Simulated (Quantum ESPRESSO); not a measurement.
The system is La.

```xyz
4
Lattice="3.7700 0.0000 0.0000 -1.8850 3.2649 0.0000 0.0000 0.0000 12.1590" Properties=species:S:1:pos:R:3 pbc="T T T"
La    1.8850    1.0883    3.0398
La    0.0000    2.1766    9.1193
La    0.0000    0.0000    6.0795
La    0.0000    0.0000    0.0000
```

* Program: Quantum ESPRESSO 7.5
* Task: single point
* Functional: PBEsol
* Potentials or basis: GBRV 1.5 PBEsol
* Cutoff: 612 eV
* Density cutoff: 4898 eV
* k mesh: 8 × 8 × 3
* Occupations: fermi-dirac, width 0.05 eV
* Spin: no spin polarisation

On this cell: pressure -2.1 GPa; largest force under 0.003 eV/Å; band gap on the k mesh none (metal or under the smearing width).

The same run follows on a disturbed copy (atoms moved at random, drawn with an rms of 0.05 Å):

```xyz
4
Lattice="3.7700 0.0000 0.0000 -1.8850 3.2649 0.0000 0.0000 0.0000 12.1590" Properties=species:S:1:pos:R:3 pbc="T T T"
La    1.8477    1.0427    3.0127
La   -0.0151    2.1959    9.1128
La    0.0257    0.0198    6.0678
La    0.0031    0.0583   -0.0257
```

Q: What does the disturbed cell give?

A: The energy (extrapolated to zero smearing) moves by +0.7 meV/atom; pressure -2.1 GPa; largest force 0.047 eV/Å; band gap on the k mesh none (metal or under the smearing width).

Forces in eV/Å, atoms in the order of the input:
```
La   0.021  0.038  0.019
La   0.009  0.000 -0.024
La  -0.021 -0.009 -0.015
La  -0.008 -0.029  0.020
```

Stress tensor (GPa, compression positive):
```
-2.07  0.02  0.00
 0.02 -2.16  0.00
 0.00  0.00 -2.17
```
